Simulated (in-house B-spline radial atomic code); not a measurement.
# Bi¹⁰⁺: excited configurations

Aim: the energies of several excited configurations of Bi¹⁰⁺ above a reference configuration, each from its own self-consistent run.

Program: in-house B-spline radial atomic code version 1. Level of theory: Dirac-Hartree-Fock, average of configuration, Fermi nucleus, basis-set limit. These are calculated values, not measurements, unless marked.

**1. What is computed**

```
element       : bismuth (Z = 83)
charge        : +10
electrons     : 73
configuration : [Xe] 4f14 5d5
Hamiltonian   : Dirac-Coulomb
nucleus       : Fermi, rms radius 5.521 fm
```

Outer shells as boxes (Hund's rule):

[Xe] 4f14 5d5
```
[Xe] core
4f [↑↓][↑↓][↑↓][↑↓][↑↓][↑↓][↑↓]
5d [↑ ][↑ ][↑ ][↑ ][↑ ]
```

The boxes draw the filling by Hund's rule, which heavy ions in jj coupling don't follow; these runs average over all states of the configuration.

Settings of the run:

```ini
Z = 83
electrons = 73.0
configuration = [Xe] 4f14 5d5
hamiltonian = dirac
method = hf
spin_polarised = False
nucleus = fermi
rms_radius = 5.5211
mass_number = 209
atomic_mass = 208.980398599
speed_of_light = 137.035999084
```

This reference run was done before. Its total energy is -21537.419498 hartree, and its levels are (the highest eight at most):

| orbital | occupation | energy (eV) | <r> (bohr) |
| --- | --- | --- | --- |
| 4d5/2 | 6 | -629.94 | 0.4254 |
| 4f5/2 | 6 | -346.75 | 0.4330 |
| 4f7/2 | 8 | -341.05 | 0.4388 |
| 5s1/2 | 2 | -338.27 | 0.8205 |
| 5p1/2 | 2 | -287.34 | 0.8622 |
| 5p3/2 | 4 | -259.63 | 0.9314 |
| 5d3/2 | 2 | -187.38 | 1.058 |
| 5d5/2 | 3 | -183.39 | 1.083 |

**2. [Kr] 4d9 4f14 5s2 5p6 5d5 5f1**

Settings of the run:

```ini
Z = 83
electrons = 73.0
configuration = [Kr] 4d9 4f14 5s2 5p6 5d5 5f1
hamiltonian = dirac
method = hf
spin_polarised = False
nucleus = fermi
rms_radius = 5.5211
mass_number = 209
atomic_mass = 208.980398599
speed_of_light = 137.035999084
```

**3. Run with [Kr] 4d9 4f14 5s2 5p6 5d5 6d1**

Settings: those of step 2 with these lines changed.

```diff
@@ -2,3 +2,3 @@
 electrons = 73.0
-configuration = [Kr] 4d9 4f14 5s2 5p6 5d5 5f1
+configuration = [Kr] 4d9 4f14 5s2 5p6 5d5 6d1
 hamiltonian = dirac
```

**4. [Kr] 4d10 4f14 5s2 5p5 5d5 8s1**

Settings: those of step 3 with these lines changed.

```diff
@@ -2,3 +2,3 @@
 electrons = 73.0
-configuration = [Kr] 4d9 4f14 5s2 5p6 5d5 6d1
+configuration = [Kr] 4d10 4f14 5s2 5p5 5d5 8s1
 hamiltonian = dirac
```

**5. Configuration [Xe] 4f14 5d4 7p1**

Settings: those of step 4 with these lines changed.

```diff
@@ -2,3 +2,3 @@
 electrons = 73.0
-configuration = [Kr] 4d10 4f14 5s2 5p5 5d5 8s1
+configuration = [Xe] 4f14 5d4 7p1
 hamiltonian = dirac
```

**6. Configuration [Xe] 4f14 5d4 5f1**

Settings: those of step 5 with these lines changed.

```diff
@@ -2,3 +2,3 @@
 electrons = 73.0
-configuration = [Xe] 4f14 5d4 7p1
+configuration = [Xe] 4f14 5d4 5f1
 hamiltonian = dirac
```

**7. Run with [Kr] 4d9 4f14 5s2 5p6 5d5 7p1**

Settings: those of step 6 with these lines changed.

```diff
@@ -2,3 +2,3 @@
 electrons = 73.0
-configuration = [Xe] 4f14 5d4 5f1
+configuration = [Kr] 4d9 4f14 5s2 5p6 5d5 7p1
 hamiltonian = dirac
```

Before running: How far above the reference does each configuration lie (order and size, in eV)?

The runs gave:

| net move | configuration | energy above the reference (eV) | with Breit, QED, recoil (eV) | largest <r> (bohr) |
| --- | --- | --- | --- | --- |
| 5d → 5f | [Xe] 4f14 5d4 5f1 | 73.291 | 73.212 | 1.48 |
| 5d → 7p | [Xe] 4f14 5d4 7p1 | 110.08 | 110.10 | 3.04 |
| 5p → 8s | [Kr] 4d10 4f14 5s2 5p5 5d5 8s1 | 212.18 | 211.88 | 4.09 |
| 4d → 5f | [Kr] 4d9 4f14 5s2 5p6 5d5 5f1 | 518.76 | 518.23 | 1.44 |
| 4d → 6d | [Kr] 4d9 4f14 5s2 5p6 5d5 6d1 | 535.39 | 534.92 | 2.17 |
| 4d → 7p | [Kr] 4d9 4f14 5s2 5p6 5d5 7p1 | 557.09 | 556.65 | 3.02 |

Quantum defects of the promoted electron, δ = n − ζ/√(−2ε) with ζ = 11 and ε its orbital energy in hartree:

| promotion | δ |
| --- | --- |
| 5d → 7p | 2.288 |
| 5p → 8s | 2.552 |
| 4d → 6d | 1.867 |
| 4d → 7p | 2.304 |

The lowest of them is 5d → 5f at 73.291 eV and the highest 4d → 7p at 557.09 eV. 4 of them lie more than 2 % above the ionisation threshold that Koopmans' theorem gives (183.39 eV), where such states can decay by emitting an electron. Of those tabulated, the defect is largest for 8s (2.55) and least for 6d (1.87): low angular momentum penetrates the core, high angular momentum stays outside it. Two partly filled shells share a symmetry and can mix in the average, which may lower the energy, for: 4d → 5f; 4d → 6d; 4d → 7p. These are averages over configurations, without correlation, not spectroscopic levels.
